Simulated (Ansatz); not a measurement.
**TiCl (quartet): from Hartree-Fock to the top rungs, def2-TZVPP**

An exercise on one series of results from a longer session: the logs are not shown, and one member is left open.

Computed with Ansatz 0.2.0, Gaussian basis. Level: def2-TZVPP, core rule «outside noble gas», up to 14 orbitals frozen.

The runs, in order: UHF; ROHF; CCSD(T) on UHF.

### What is computed

The geometry is a PBE0/def2-TZVP stationary point (not a proven minimum) of the parent state, kept for this charge and spin.

2 atoms, charge 0, spin multiplicity 4.

Atoms are counted from 1 here; the program's logs count them from 0.

No contacts short enough for the rule that draws bonds.

Set-up of the first run:

File in.yaml:

```yaml
crystal:
  periodic: [false, false, false]
  atoms:
    - {symbol: Ti, position_ang: [0.000000, 0.000000, 0.000000]}
    - {symbol: Cl, position_ang: [0.000000, 0.000000, 3.280600]}
basis:
  gaussian: {orbitals: def2-TZVPP}
magnetization: {spin_polarized: true, initial_magnetization: 3}
hamiltonian: {xc: hf}
output: {orbitals: {seedname: orbitals}}
```

The run is started by

```
$ ansatz run in.yaml --threads 1 --pin off --events-out ev --progress --plain --max-ram 2816MiB --backend cpu
```

Among the steps run: UHF; ROHF; CCSD(T) on UHF.

One of the session's tables, all rows but one given; the rest of the session is left out.

It belongs to the step «Misses and costs». 

| method | from UCCSD(T) (kJ/mol) |
| --- | --- |
| ROHF | ? |
| UHF | +648.5 |
| UMP2 | +80.1 |
| UCCSD | +25.6 |
| UCCSD(T) | 0 |

Q: Estimate the row for ROHF from the others.

The run gave: from UCCSD(T) (kJ/mol): +660.6. In the column «from UCCSD(T) (kJ/mol)» it is the highest.
